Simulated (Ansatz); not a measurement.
# GaIr: the cost of one run

Program: Ansatz 0.2.0. Level of theory: DFT r2SCAN, scalar-relativistic, plane waves, PAW. These are calculated values, not measurements.

1 further run of the same task is left out (set aside as unsound or not needed).

## 1. Starting point

It takes space group Pm-3m (No. 221, cubic). The conventional cell has a = 3.026 Å, b = 3.026 Å, c = 3.026 Å, α = 90.00°, β = 90.00°, γ = 90.00°. Around Ga (site symmetry m-3m) lie 8 Ir at 2.62 Å. Around Ir (site symmetry m-3m) lie 8 Ga at 2.62 Å.

Structure file:

```
CELL_PARAMETERS angstrom
3.02614 0.00000 0.00000
0.00000 3.02614 0.00000
0.00000 0.00000 3.02614
ATOMIC_POSITIONS crystal
Ga 0.00000 0.00000 0.00000
Ir 0.50000 0.50000 0.50000
```

This cell was relaxed beforehand with the same method: volume 13.86 Å³/atom, gap on the mesh none (metal).

## 2. Bands, states and charges

Contents of input.yaml:

```yaml
crystal:
  lattice:
    - [3.0261431943, 0.0, 0.0]
    - [0.0, 3.0261431943, 0.0]
    - [0.0, 0.0, 3.0261431943]
  atoms:
    - { symbol: Ga, position: [0.0, 0.0, 0.0] }
    - { symbol: Ir, position: [0.5, 0.5, 0.5] }
basis:
  ecutwfc: 500
kpoints:
  mp_grid: { grid: [14, 14, 14] }
  band_path:
    path:
      - [[0.0, 0.0, 0.0], [0.0, 0.5, 0.0], [0.5, 0.5, 0.0], [0.0, 0.0, 0.0], [0.5, 0.5, 0.5], [0.0, 0.5, 0.0]]
      - [[0.5, 0.5, 0.5], [0.5, 0.5, 0.0]]
    npoints: 14
hamiltonian:
  xc: r2scan
scf:
  occupations: { method: gaussian, width: 0.1 }
  n_extra_bands: 6
output:
  forces: true
  stress: true
  eigenvalues: true
  populations: true
  dos: { projected: true, de: 0.02, nscf_kmesh: { grid: [21, 21, 21] } }
  bader: true
  write_density: true
  write_potential: true
  elf: true
  volumetric_format: npy
```

Run with:

```
ansatz run input.yaml --threads 1 --pin off --max-ram 2560MiB --backend cpu --events-out ev --progress --plain --runs-dir out
```

What time and memory should one allow on 1 thread of Intel Xeon 6975P-C (Granite Rapids), shared host?

About 19 s, with a peak of 0.5 GiB.
